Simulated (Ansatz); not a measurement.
Geometry optimisation, DFT PBE, scalar-relativistic, plane waves, PAW (Ansatz 0.2.0).

The input (input.yaml):

```yaml
crystal:
  lattice:
    - [-4.179, -4.179, 0.0]
    - [4.179, -4.179, 0.0]
    - [0.0, 0.0, 5.3298]
  atoms:
    - { symbol: Si, position: [0.5, 0.5, 0.0] }
    - { symbol: Si, position: [0.0, 0.5, 0.25] }
    - { symbol: O, position: [0.1938, 0.5, 0.0] }
    - { symbol: O, position: [0.0, 0.1938, 0.25] }
    - { symbol: O, position: [0.8062, 0.5, 0.0] }
    - { symbol: O, position: [0.0, 0.8062, 0.25] }
    - { symbol: Si, position: [0.5, 0.5, 0.5] }
    - { symbol: Si, position: [0.0, 0.5, 0.75] }
    - { symbol: O, position: [0.1938, 0.5, 0.5] }
    - { symbol: O, position: [0.0, 0.1938, 0.75] }
    - { symbol: O, position: [0.8062, 0.5, 0.5] }
    - { symbol: O, position: [0.0, 0.8062, 0.75] }
    - { symbol: Si, position: [0.0, 0.0, 0.0] }
    - { symbol: Si, position: [0.5, 0.0, 0.25] }
    - { symbol: O, position: [0.6938, 0.0, 0.0] }
    - { symbol: O, position: [0.5, 0.6938, 0.25] }
    - { symbol: O, position: [0.3062, 0.0, 0.0] }
    - { symbol: O, position: [0.5, 0.3062, 0.25] }
    - { symbol: Si, position: [0.0, 0.0, 0.5] }
    - { symbol: Si, position: [0.5, 0.0, 0.75] }
    - { symbol: O, position: [0.6938, 0.0, 0.5] }
    - { symbol: O, position: [0.5, 0.6938, 0.75] }
    - { symbol: O, position: [0.3062, 0.0, 0.5] }
    - { symbol: O, position: [0.5, 0.3062, 0.75] }
    - { symbol: "N", position: [0.7365752, 0.7470133, 0.3975793], spin: 1.0 }
magnetization:
  spin_polarized: true
basis:
  ecutwfc: 420.0
kpoints:
  mp_grid: { grid: [2, 2, 3] }
hamiltonian:
  xc: pbe
scf:
  occupations: { method: gaussian, width: 0.02 }
  lower_state_search: "off"
relax:
  f_tol: 0.03
  max_steps: 60
  adjacent_minimum: "off"
output:
  write_density: true
  write_potential: true
  elf: true
  volumetric_format: npy
```

Command:

```bash
$ ansatz run input.yaml --threads 2 --pin off --max-ram 5120MiB --backend cpu --events-out ev --progress --plain --runs-dir out
```

Q: Where does it end, and by what steps?

A: The run converged. The force dipped under the threshold on the way, but the program's further checks kept it going. Limits of this set-up: coarse k mesh. After 29 steps the energy has fallen by 8.497 eV; N25 moved furthest, 1.47 Å. The start is strongly strained (largest force component 8 eV/Å). Joined: Si8–N25.

| step | energy less start (eV) | largest force component (eV/Å) | accepted |
| --- | --- | --- | --- |
| 0 | 0.0000 | 8.348 | yes |
| 2 | -5.5362 | 1.261 | yes |
| 4 | -6.4705 | 1.783 | yes |
| 6 | -7.3697 | 1.844 | yes |
| 8 | -7.5818 | 0.334 | yes |
| 10 | -7.5868 | 0.097 | yes |
| 12 | -7.5879 | 0.023 | yes |
| 14 | -7.5880 | 0.005 | yes |
| 16 | -7.5880 | 0.013 | yes |
| 18 | -7.5884 | 0.065 | yes |
| 20 | -7.5940 | 0.470 | yes |
| 22 | -7.7646 | 1.788 | yes |
| 24 | -8.3342 | 1.273 | yes |
| 26 | -8.4800 | 0.626 | yes |
| 28 | -8.4967 | 0.030 | yes |
| 29 | -8.4967 | 0.030 | yes |

```xyz
25
Lattice="-4.1790 -4.1790 0.0000 4.1790 -4.1790 0.0000 0.0000 0.0000 5.3298" Properties=species:S:1:pos:R:3
Si 0.039 -4.253 0.026
Si 2.010 -2.197 1.207
O 1.332 -2.983 -0.071
O 0.618 -0.955 1.225
O -1.222 -5.517 -0.022
O 3.381 -3.357 1.321
Si 0.249 -4.141 2.726
Si 2.197 -2.159 4.022
O 1.421 -2.916 2.665
O 0.870 -0.887 3.959
O -1.742 -5.058 2.075
O 3.421 -3.456 3.988
Si 0.006 -0.066 -0.042
Si -2.009 -2.154 1.325
O -2.833 -3.001 0.010
O 0.904 -5.023 1.339
O -1.259 -1.332 -0.022
O -0.610 -3.302 1.341
Si 0.025 -0.074 2.623
Si -2.035 -2.155 4.005
O -2.860 -2.961 2.651
O 0.990 -4.987 4.078
O -1.257 -1.321 2.672
O -0.704 -3.362 4.018
N -0.889 -5.446 2.968
```

Whether the end is a true minimum wasn't checked by a vibrational analysis.

Run time: 7.6 min on 2 threads of Arm Neoverse V1 (shared host), peak memory 0.63 GiB.
